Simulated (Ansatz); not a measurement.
**One shape, several levels: C6H6O (vinylfuran)**

Wanted: a comparison of 6 runs (HF/STO-3G, B2PLYP/6-31G*, B3LYP/6-31G*, BLYP/6-31G*, wB97X/6-31G*, CCSD(T)/6-31G*) of C6H6O (vinylfuran). 

Program for the calculation: Ansatz 0.2.0.

37 further runs of the same task are left out: 37 set aside as unsound or not needed.

### 1 The system as given

C6H6O has 13 atoms, charge 0, and is taken as a singlet. As SMILES, `C=Cc1ccco1`. The C6–H13 distance was set to 1.616 Å, away from the relaxed value. At this shape a bond of the SMILES string is far longer than usual.

Bond lengths: C1–C2 1.332 Å, C2–C3 1.437 Å, C3–C4 1.364 Å, C4–C5 1.422 Å, C5–C6 1.354 Å, C3–O7 1.358 Å, C6–O7 1.349 Å, C1–H8 1.083 Å, C1–H9 1.082 Å, C2–H10 1.086 Å, C4–H11 1.078 Å, C5–H12 1.078 Å. Some angles: C1–C2–C3 125.7°, C2–C3–C4 131.7°, C2–C3–O7 118.9°, C4–C3–O7 109.4°, C3–C4–C5 106.6°, C4–C5–C6 105.8°, C5–C6–O7 110.7°, C3–O7–C6 107.4°, C1–C2–H10 120.0°, C3–C2–H10 114.3°. A long bond or contact: C6–H13 1.616 Å.

### 2 A single-point energy at HF/STO-3G (run 1)

File run.yaml:

```yaml
crystal:
  periodic: [false, false, false]
  atoms:
    - {symbol: C, position_ang: [1.953290, 0.333661, 1.838798]}
    - {symbol: C, position_ang: [1.608990, -0.632839, 0.988598]}
    - {symbol: C, position_ang: [0.497890, -0.591039, 0.077698]}
    - {symbol: C, position_ang: [0.038090, -1.495139, -0.834302]}
    - {symbol: C, position_ang: [-1.099810, -0.907839, -1.451502]}
    - {symbol: C, position_ang: [-1.248610, 0.307061, -0.871502]}
    - {symbol: O, position_ang: [-0.290510, 0.513861, 0.055198]}
    - {symbol: H, position_ang: [1.391790, 1.257961, 1.902598]}
    - {symbol: H, position_ang: [2.808190, 0.220161, 2.492698]}
    - {symbol: H, position_ang: [2.188990, -1.549639, 0.945198]}
    - {symbol: H, position_ang: [0.468090, -2.463739, -1.034402]}
    - {symbol: H, position_ang: [-1.724010, -1.330339, -2.222302]}
    - {symbol: H, position_ang: [-2.313300, 1.506300, -1.071600]}
basis:
  gaussian: {orbitals: STO-3G}
hamiltonian: {xc: hf}
accuracy: high
output: {orbitals: {seedname: orbitals}}
```

The run is started by

```console
$ ansatz run run.yaml --threads 1 --pin off --max-ram 3480MiB --events-out events.jsonl --progress --plain --runs-dir runs
```

What it wrote:

```text
Warning: RAYON_NUM_THREADS=1 ignored (pool sized by the plan → 1); use --threads N
Functional definition: HF
  name "HF"
  exchange = exact_x
  correlation = 0
901 factors; integrals over basis functions are off by at most 3.7e-9 eV
mean field evaluation 1: about -8204.1691 eV, gradient 2.2e1 eV
mean field evaluation 2: about -8204.4668 eV, gradient 2.1e1 eV
mean field evaluation 4: about -8206.2590 eV, gradient 2.4e0 eV
mean field evaluation 8: about -8206.2830 eV, gradient 6.5e-2 eV
mean field -8206.28305251 eV, -301.5753397614 hartree, gradient 1.7e-8 eV, S^2 0.000000; 0 other end points of the search recorded, 0 dependent functions left out
reference -8206.28305251 eV, -301.5753397614 hartree; 25, 25 occupied and 16, 16 virtual orbitals, 901 factors
Total energy: -8206.28305251 eV, -301.5753397614 hartree
```

Run time: 0.75 s. Hardware: 1 thread of Arm Neoverse V1, shared host; peak memory 0.092 GiB.

### 3 A single-point energy at B2PLYP/6-31G(d) (spherical functions) (run 2)

File molecule.yaml:

```yaml
crystal:
  periodic: [false, false, false]
  atoms:
    - symbol: C
      position_ang: [1.953290, 0.333661, 1.838798]
    - symbol: C
      position_ang: [1.608990, -0.632839, 0.988598]
    - symbol: C
      position_ang: [0.497890, -0.591039, 0.077698]
    - symbol: C
      position_ang: [0.038090, -1.495139, -0.834302]
    - symbol: C
      position_ang: [-1.099810, -0.907839, -1.451502]
    - symbol: C
      position_ang: [-1.248610, 0.307061, -0.871502]
    - symbol: O
      position_ang: [-0.290510, 0.513861, 0.055198]
    - symbol: H
      position_ang: [1.391790, 1.257961, 1.902598]
    - symbol: H
      position_ang: [2.808190, 0.220161, 2.492698]
    - symbol: H
      position_ang: [2.188990, -1.549639, 0.945198]
    - symbol: H
      position_ang: [0.468090, -2.463739, -1.034402]
    - symbol: H
      position_ang: [-1.724010, -1.330339, -2.222302]
    - symbol: H
      position_ang: [-2.313300, 1.506300, -1.071600]
basis:
  gaussian:
    orbitals: 6-31G_st_-spherical.json
accuracy: high
magnetization:
  spin_polarized: false
hamiltonian:
  xc: {name: B2PLYP}
output:
  orbitals: {seedname: orbitals}
correlation:
  frozen_orbitals: {C: 1, H: 0, O: 1}
```

The basis set 6-31G* is read from a file made from the Basis Set Exchange's data (not shown).

The run is started by

```console
$ ansatz run molecule.yaml --threads 1 --pin off --max-ram 3480MiB --events-out events.jsonl --progress --plain --runs-dir runs
```

What it wrote, cut to the lines that bear on the results:

```text
Warning: RAYON_NUM_THREADS=1 ignored (pool sized by the plan → 1); use --threads N
Functional definition: B2PLYP
  name "B2PLYP"
[...]
2730 factors; integrals over basis functions are off by at most 6.6e-9 eV
[...]
mean field -8345.44063912 eV, -306.6892867447 hartree, gradient 6.7e-9 eV, S^2 0.000000; 0 other end points of the search recorded, 0 dependent functions left out
7 core orbitals not correlated: weight in the atoms' cores, before any rotation towards them, 1.000 or more for the frozen orbitals, at most 0.000 for the correlated occupied ones
reference -8345.44066537 eV, -306.6892877093 hartree; 18, 18 occupied and 85, 85 virtual orbitals, 2730 factors
second order -31.68863173 eV of doubles, -0.00000000 eV of singles
Total energy: -8353.99659593 eV, -307.0037123582 hartree
```

It took 24 s on 1 thread of Arm Neoverse V1, shared host; peak memory 0.46 GiB.

Run 3 isn't shown in full; the table further down has it.

### 4 The energy at BLYP/6-31G(d) (spherical functions) (run 4)

File job.yaml:

```yaml
crystal:
  periodic: [false, false, false]
  atoms:
    - {symbol: C, position_ang: [1.953290, 0.333661, 1.838798]}
    - {symbol: C, position_ang: [1.608990, -0.632839, 0.988598]}
    - {symbol: C, position_ang: [0.497890, -0.591039, 0.077698]}
    - {symbol: C, position_ang: [0.038090, -1.495139, -0.834302]}
    - {symbol: C, position_ang: [-1.099810, -0.907839, -1.451502]}
    - {symbol: C, position_ang: [-1.248610, 0.307061, -0.871502]}
    - {symbol: O, position_ang: [-0.290510, 0.513861, 0.055198]}
    - {symbol: H, position_ang: [1.391790, 1.257961, 1.902598]}
    - {symbol: H, position_ang: [2.808190, 0.220161, 2.492698]}
    - {symbol: H, position_ang: [2.188990, -1.549639, 0.945198]}
    - {symbol: H, position_ang: [0.468090, -2.463739, -1.034402]}
    - {symbol: H, position_ang: [-1.724010, -1.330339, -2.222302]}
    - {symbol: H, position_ang: [-2.313300, 1.506300, -1.071600]}
basis:
  gaussian: {orbitals: 6-31G_st_-spherical.json}
hamiltonian: {xc: {name: BLYP}}
accuracy: high
output: {orbitals: {seedname: orbitals}}
```

The basis set 6-31G* is read from a file made from the Basis Set Exchange's data (not shown).

The run is started by

```console
$ ansatz run job.yaml --threads 1 --pin off --max-ram 3480MiB --events-out events.jsonl --progress --plain --runs-dir runs
```

What it wrote:

```text
Warning: RAYON_NUM_THREADS=1 ignored (pool sized by the plan → 1); use --threads N
Functional definition: BLYP
  name "BLYP"
  parameter beta = 0.0042
  parameter a = 0.04918
  parameter b = 0.132
  parameter c = 0.2533
  parameter d = 0.349
  exchange = b88_x(beta = beta)
  correlation = lyp_c(a = a, b = b, c = c, d = d)
2730 factors; integrals over basis functions are off by at most 6.6e-9 eV
mean field evaluation 1: about -8348.3396 eV, gradient 6.6e1 eV
mean field evaluation 2: about -8303.3141 eV, gradient 1.2e2 eV
mean field evaluation 4: about -8359.1388 eV, gradient 1.5e1 eV
mean field evaluation 8: about -8359.9769 eV, gradient 6.8e-1 eV
mean field evaluation 16: about -8359.9581 eV, gradient 2.9e-3 eV
mean field -8359.95809846 eV, -307.2227935354 hartree, gradient 4.4e-8 eV, S^2 0.000000; 0 other end points of the search recorded, 0 dependent functions left out
reference -8359.95815666 eV, -307.2227956740 hartree; 25, 25 occupied and 85, 85 virtual orbitals, 2730 factors
Total energy: -8359.95815666 eV, -307.2227956740 hartree
```

Run time: 13 s. Hardware: 1 thread of Arm Neoverse V1, shared host; peak memory 0.35 GiB.

Run 5 isn't shown in full; the table further down has it.

### 5 The energy at CCSD(T)/6-31G(d) (spherical functions) (run 6)

job.yaml: that of step 4 with these lines changed.

```diff
@@ -17,5 +17,9 @@
 basis:
-  gaussian: {orbitals: 6-31G_st_-spherical.json}
-hamiltonian: {xc: {name: BLYP}}
+  gaussian:
+    orbitals: 6-31G_st_-spherical.json
+correlation:
+  method: ccsd_t
+  frozen_orbitals: {C: 1, H: 0, O: 1}
 accuracy: high
-output: {orbitals: {seedname: orbitals}}
+scf:
+  omitted_lower_state_checks: [cluster_reference, increment]
```

The basis set 6-31G* is read from a file made from the Basis Set Exchange's data (not shown).

The run is started by

```console
$ ansatz run job.yaml --threads 1 --pin off --max-ram 3480MiB --events-out events.jsonl --progress --plain --runs-dir runs
```

What it wrote, cut to the lines that bear on the results:

```text
Warning: RAYON_NUM_THREADS=1 ignored (pool sized by the plan → 1); use --threads N
[... 2 set-up lines as earlier in the session ...]
[...]
2730 factors; integrals over basis functions are off by at most 6.6e-9 eV
[...]
mean field -8310.81837106 eV, -305.4169418616 hartree, gradient 2.3e-8 eV, S^2 0.000000; 0 other end points of the search recorded, 0 dependent functions left out; unrestricted orbitals would lower it
7 core orbitals not correlated: weight in the atoms' cores, before any rotation towards them, 1.000 or more for the frozen orbitals, at most 0.000 for the correlated occupied ones
reference -8310.81837106 eV, -305.4169418616 hartree; 18, 18 occupied and 85, 85 virtual orbitals, 2730 factors
second order -25.54387445 eV of doubles, -0.00000000 eV of singles
cycle   1  -25.68868617 eV  change   -1.4e-1 eV  update   1.4e-1
[...]
cycle  25  -26.74693594 eV  change    1.9e-9 eV  update  6.3e-10
perturbative correction -1.13216052 eV, -0.0416061318 hartree
Total energy: -8338.69746753 eV, -306.4414797595 hartree
Checks for a lower state left out: cluster_reference, increment
```

Run time: 1.8 min. Hardware: 1 thread of Arm Neoverse V1, shared host; peak memory 1.1 GiB.

### 6 All runs side by side

| run | level | frozen core orbitals | energy (Eh) | HOMO energy (eV) | LUMO energy (eV) | HOMO–LUMO gap (eV) | wall time |
| --- | --- | --- | --- | --- | --- | --- | --- |
| 1 | HF/STO-3G | – | -301.575340 | -6.20 | 6.38 | 12.58 | 0.75 s |
| 2 | B2PLYP/6-31G* (spherical functions) | 7 | -307.003712 | -6.58 | 0.91 | 7.49 | 24 s |
| 3 | B3LYP/6-31G* (spherical functions) | – | -307.339689 | -5.68 | -0.64 | 5.03 | 16 s |
| 4 | BLYP/6-31G* (spherical functions) | – | -307.222796 | -4.72 | -1.31 | 3.41 | 13 s |
| 5 | wB97X/6-31G* (spherical functions) | – | -307.252527 | -8.07 | 1.62 | 9.69 | 53 s |
| 6 | CCSD(T)/6-31G* (spherical functions) | 7 | -306.441480 | – | – | – | 1.8 min |

### 7 Results

| quantity | value |
| --- | --- |
| run 6: total energy | -306.44148 Eh |
| run 6: correlation energy (7 core orbitals frozen) | -1024.5 mEh |
| run 6: (T) correction | -41.61 mEh |
| run 6: T1 diagnostic | 0.013 |

What this shows: Over runs 1, 2, 3, 4, 5 the HOMO–LUMO gap runs from 3.41 eV (BLYP/6-31G*) to 12.58 eV (HF/STO-3G). The two ends differ in method and basis. Totals of different functionals can't be ranked against each other. In run 6 the log says that unrestricted orbitals would lower the reference, so the values rest on an unstable closed-shell determinant (other closed-shell runs at this shape may share the fault). In run 1 the basis is minimal, so the values are rough. All runs together took 3.6 min, the longest 1.8 min.
